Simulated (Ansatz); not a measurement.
# Al3GaSb4: the band gap up the ladder of functionals

The task here is to estimate one member of a computed series from the others.

Program: Ansatz 0.2.0. PAW datasets, plane waves. Values at 0 K without nuclear motion; spin polarisation is off, and the phase may be a hypothetical one.

## The system as given

The cell was relaxed beforehand with r2SCAN.

Space group Pmm2 (No. 25), orthorhombic; conventional cell a = 4.365 Å, b = 8.723 Å, c = 6.160 Å, 29.32 Å³ an atom. Near Al stand 4 Sb at 2.67 Å; near Sb stand 1 Ga at 2.66 Å and 3 Al at 2.67–2.68 Å; near Al stand 4 Sb at 2.67–2.68 Å; near Sb stand 4 Al at 2.67 Å; near Ga stand 4 Sb at 2.66 Å.

Coordinates:

```cif
data_structure
_symmetry_space_group_name_H-M 'Pmm2'
_symmetry_Int_Tables_number 25
_cell_length_a 4.3648
_cell_length_b 8.7232
_cell_length_c 6.1604
_cell_angle_alpha 90.000
_cell_angle_beta 90.000
_cell_angle_gamma 90.000
_cell_volume 234.56
loop_
_atom_site_label
_atom_site_type_symbol
_atom_site_symmetry_multiplicity
_atom_site_Wyckoff_symbol
_atom_site_fract_x
_atom_site_fract_y
_atom_site_fract_z
_atom_site_occupancy
Al1 Al 2 g 0.00000 0.74906 0.00006 1
Sb1 Sb 2 h 0.50000 0.74912 0.25042 1
Al2 Al 1 c 0.50000 0.00000 0.50061 1
Sb2 Sb 1 a 0.00000 0.00000 0.75101 1
Ga1 Ga 1 d 0.50000 0.50000 0.49966 1
Sb3 Sb 1 b 0.00000 0.50000 0.74777 1
```

Set-up of the first run:

Contents of input.yaml:

```yaml
crystal:
  lattice:
    - [4.3647709989, 0.0, 0.0]
    - [0.0, 8.7232108792, 0.0]
    - [0.0, 0.0, 6.160405373]
  atoms:
    - { symbol: Al, position: [0.0, 0.7490639875, 6.0844e-05] }
    - { symbol: Sb, position: [0.5, 0.7491234777, 0.2504158078] }
    - { symbol: Al, position: [0.5, 0.0, 0.5006097179] }
    - { symbol: Sb, position: [0.0, 0.0, 0.7510075409] }
    - { symbol: Al, position: [0.0, 0.2509360125, 6.0844e-05] }
    - { symbol: Sb, position: [0.5, 0.2508765223, 0.2504158078] }
    - { symbol: Ga, position: [0.5, 0.5, 0.4996640108] }
    - { symbol: Sb, position: [0.0, 0.5, 0.7477654269] }
kpoints:
  mp_grid: { grid: [6, 4, 4] }
  band_path:
    path:
      - [[0.0, 0.0, 0.0], [0.5, 0.0, 0.0], [0.5, 0.5, 0.0], [0.0, 0.5, 0.0], [0.0, 0.0, 0.0], [0.0, 0.0, 0.5], [0.5, 0.0, 0.5], [0.5, 0.5, 0.5], [0.0, 0.5, 0.5], [0.0, 0.0, 0.5]]
      - [[0.5, 0.0, 0.0], [0.5, 0.0, 0.5]]
      - [[0.0, 0.5, 0.0], [0.0, 0.5, 0.5]]
      - [[0.5, 0.5, 0.0], [0.5, 0.5, 0.5]]
    npoints: 10
hamiltonian:
  xc: pbe
scf:
  occupations: { method: fermi_dirac, width: 0.02 }
  n_extra_bands: 6
output:
  forces: true
  stress: true
  eigenvalues: true
  write_density: true
  write_potential: true
  elf: true
  volumetric_format: npy
```

Started as:

```
$ ansatz run input.yaml --threads 2 --pin off --max-ram 29491MiB --backend cpu --events-out ev --progress --plain --runs-dir out
```

Steps of the session up to this table: Band structure with PBE; Single point with r2SCAN; HSE06; Single point with PBE+SOC; PBE0 at the same geometry.

One table of the session follows, with a row left open; its other results are not shown here.

```
  level  gap (eV)
    PBE      0.76
 r2SCAN         ?
  HSE06      1.39
PBE+SOC      0.56
   PBE0      2.00
```

Q: Estimate the row for r2SCAN from the others.

**Answer.** gap (eV): 1.07. In the column «gap (eV)» it lies between PBE (0.76) and HSE06 (1.39).

Meshes: PBE 6×4×4, r2SCAN 6×4×4, HSE06 4×2×2, PBE+SOC 6×4×4, PBE0 4×2×2

PBE reaches 55 % of the HSE06 value, and r2SCAN 77 %. PBE0 lies 0.61 eV above HSE06, which differs from it by screening the long-range exchange.

Caveats from the session: Warnings in the runs' records: stress scf threshold loose, stress exchange threshold loose.
